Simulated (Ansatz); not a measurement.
# CH₃BFNO: how energies converge with the basis set

How large a basis does CH₃BFNO need? Two functionals are run in growing sets.

Program: Ansatz 0.2.0, Gaussian basis. Level of theory: one geometry, several basis sets. These are calculated values, not measurements.

Levels to be run: PBE0-D4/def2-SVP; ωB97M-V/def2-SVP; PBE0-D4/def2-QZVPP; ωB97M-V/def2-QZVPP; the functionals' def2-TZVPP values are taken from earlier runs.

## 1. The geometry

All runs share one geometry, relaxed beforehand with PBE0-D4 in a triple-zeta def2 set.

SMILES `NB1OC1F`, 8 atoms, charge 0, spin multiplicity 1.

Atoms are counted from 1 here; the program's logs count them from 0.

Bond lengths: N1–B2 1.379 Å, N1–H6 1.006 Å, N1–H7 1.003 Å, B2–O3 1.360 Å, B2–C4 1.506 Å, O3–C4 1.446 Å, C4–F5 1.359 Å, C4–H8 1.087 Å. Angles: B2–N1–H6 122.6°, B2–N1–H7 122.7°, H6–N1–H7 114.7°, N1–B2–O3 139.1°, N1–B2–C4 160.5°, O3–B2–C4 60.4°, B2–O3–C4 64.8°, B2–C4–O3 54.8°, B2–C4–F5 121.0°, B2–C4–H8 128.7°, O3–C4–F5 112.9°, O3–C4–H8 113.4°, F5–C4–H8 109.5°.

## 2. PBE0-D4 in def2-SVP

in.yaml reads:

```yaml
crystal:
  periodic: [false, false, false]
  atoms:
    - {symbol: N, position_ang: [-1.057930, 0.841376, -0.740584]}
    - {symbol: B, position_ang: [-0.218266, -0.009242, -0.052808]}
    - {symbol: O, position_ang: [-0.287542, -0.960421, 0.916171]}
    - {symbol: C, position_ang: [1.043987, -0.673811, 0.429673]}
    - {symbol: F, position_ang: [1.833214, -0.083273, 1.365044]}
    - {symbol: H, position_ang: [-2.047670, 0.883174, -0.566653]}
    - {symbol: H, position_ang: [-0.725653, 1.489854, -1.430507]}
    - {symbol: H, position_ang: [1.551763, -1.544756, 0.023964]}
basis:
  gaussian: {orbitals: def2-SVP}
hamiltonian: {xc: pbe0, dispersion: d4}
output: {orbitals: {seedname: orbitals}}
```

On the command line:

```bash
ansatz run in.yaml --threads 2 --pin off --events-out ev --progress --plain --max-ram 4352MiB
```

Further steps of the session: ωB97M-V in def2-SVP; PBE0-D4 in def2-QZVPP; ωB97M-V in def2-QZVPP.

Before running them: what should the planned runs give, taken together? Wanted: PBE0-D4: double and triple zeta above quadruple; ωB97M-V: double and triple zeta above quadruple.

As calculated:

```
                                       quantity           value
PBE0-D4: double and triple zeta above quadruple   9.89, 0.44 eV
ωB97M-V: double and triple zeta above quadruple  10.10, 0.41 eV
```

In words: For PBE0-D4 the step from double to triple zeta gains 9.45 eV and the next only 0.44 eV. These are total energies; as a rule much of such shifts cancels in differences, which this series doesn't test. The LUMO of ωB97M-V is positive and keeps falling with the basis (2.98 to 1.41 eV): an unbound level that the basis holds in place.
